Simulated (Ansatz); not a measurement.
# AlBH₅NSi: up Jacob's ladder to CCSD(T)

One table from this session's results is given with a row withheld; the runs are named, their logs left out.

Computed with Ansatz 0.2.0, Gaussian basis. Level: functionals in def2-TZVPP, the program's frozen cores in correlated methods.

Plan: LDA (SPW92), PBE-D4, revPBE-D4, BLYP-D4, r2SCAN-D4, B97M-V, PBE0-D4, B3LYP-D4, r2SCANh-D4, r2SCAN0-D4, HSE06-D4, BHLYP-D4, CAM-B3LYP-D4, LC-ωPBE, ωB97X-V, ωB97M-V, B2PLYP, PBE-QIDH; CCSD(T)/def2-SVP; CCSD(T)/def2-TZVPP; MP2/def2-QZVPP; extrapolation to the limit; RPA on PBE.

### The relaxed structure

The geometry comes from an earlier relaxation with PBE0-D4 in a triple-zeta def2 set; it is a stationary point, not always the lowest conformer.

SMILES `B1[NH][AlH][SiH2]1`, 9 atoms, charge 0, spin multiplicity 1.

Atoms are counted from 1 here; the program's logs count them from 0.

Bond lengths: B1–N2 1.411 Å, B1–Si4 2.054 Å, B1–H5 1.200 Å, N2–Al3 1.827 Å, N2–H6 1.011 Å, Al3–Si4 2.406 Å, Al3–H7 1.590 Å, Si4–H8 1.490 Å, Si4–H9 1.490 Å. Angles: N2–B1–Si4 105.5°, N2–B1–H5 122.6°, Si4–B1–H5 131.9°, B1–N2–Al3 103.9°, B1–N2–H6 120.7°, Al3–N2–H6 135.4°, N2–Al3–Si4 81.0°, N2–Al3–H7 123.5°, Si4–Al3–H7 155.5°, B1–Si4–Al3 69.6°, B1–Si4–H8 117.5°, B1–Si4–H9 117.1°, Al3–Si4–H8 120.2°, Al3–Si4–H9 119.8°, H8–Si4–H9 108.5°.

Set-up of the first run:

Input file in.yaml:

```yaml
crystal:
  periodic: [false, false, false]
  atoms:
    - {symbol: B, position_ang: [-0.793778, 0.819400, -0.042710]}
    - {symbol: N, position_ang: [0.042586, 0.658404, -1.167616]}
    - {symbol: Al, position_ang: [1.140122, -0.726868, -0.703696]}
    - {symbol: Si, position_ang: [-0.170415, -0.595515, 1.309759]}
    - {symbol: H, position_ang: [-1.661148, 1.646949, 0.005676]}
    - {symbol: H, position_ang: [-0.065745, 1.249910, -1.980521]}
    - {symbol: H, position_ang: [2.267595, -1.311480, -1.659779]}
    - {symbol: H, position_ang: [-1.125807, -1.685643, 1.653373]}
    - {symbol: H, position_ang: [0.455188, -0.101457, 2.568415]}
basis:
  gaussian: {orbitals: def2-TZVPP}
hamiltonian: {xc: lda}
output: {orbitals: {seedname: orbitals}}
```

Command:

```bash
$ ansatz run in.yaml --threads 2 --pin off --events-out ev --progress --plain --max-ram 4352MiB
```

Among the steps run: LDA; PBE-D4 (GGA); revPBE-D4 (GGA); BLYP-D4 (GGA); r2SCAN-D4 (meta-GGA); B97M-V (meta-GGA); B3LYP-D4 (hybrid); r2SCANh-D4 (hybrid); r2SCAN0-D4 (hybrid); HSE06-D4 (hybrid); BHLYP-D4 (hybrid); CAM-B3LYP-D4 (range-separated); LC-ωPBE (range-separated); ωB97X-V (range-separated); ωB97M-V (range-separated); B2PLYP (double hybrid); PBE-QIDH (double hybrid).

One table of the session follows, with a row left open; its other results are not shown here.

It belongs to the step «Frontier levels by functional». 

| functional | HOMO (eV) | LUMO (eV) | gap (eV) |
| --- | --- | --- | --- |
| LDA (SPW92) | -5.64 | -2.42 | 3.22 |
| PBE-D4 | -5.56 | -2.21 | 3.34 |
| revPBE-D4 | -5.51 | -2.12 | 3.39 |
| BLYP-D4 | -5.41 | -2.06 | 3.35 |
| r2SCAN-D4 | -5.74 | -1.95 | 3.79 |
| B97M-V | -5.81 | -2.11 | 3.70 |
| PBE0-D4 | -6.54 | -1.43 | 5.11 |
| B3LYP-D4 | -6.36 | -1.60 | 4.76 |
| r2SCANh-D4 | -6.10 | -1.68 | 4.42 |
| r2SCAN0-D4 | -6.65 | -1.28 | 5.37 |
| HSE06-D4 | -6.15 | -1.80 | 4.35 |
| BHLYP-D4 | -7.42 | -0.59 | 6.83 |
| CAM-B3LYP-D4 | -7.75 | -0.45 | 7.30 |
| LC-ωPBE | -9.01 | 0.58 | 9.58 |
| ωB97X-V | ? | ? | ? |
| ωB97M-V | -8.48 | 0.22 | 8.70 |

**Question.** Estimate the row for ωB97X-V.

**Answer.** HOMO (eV): -8.70; LUMO (eV): 0.48; gap (eV): 9.19. In the column «HOMO (eV)» it lies between LC-ωPBE (-9.01) and ωB97M-V (-8.48).
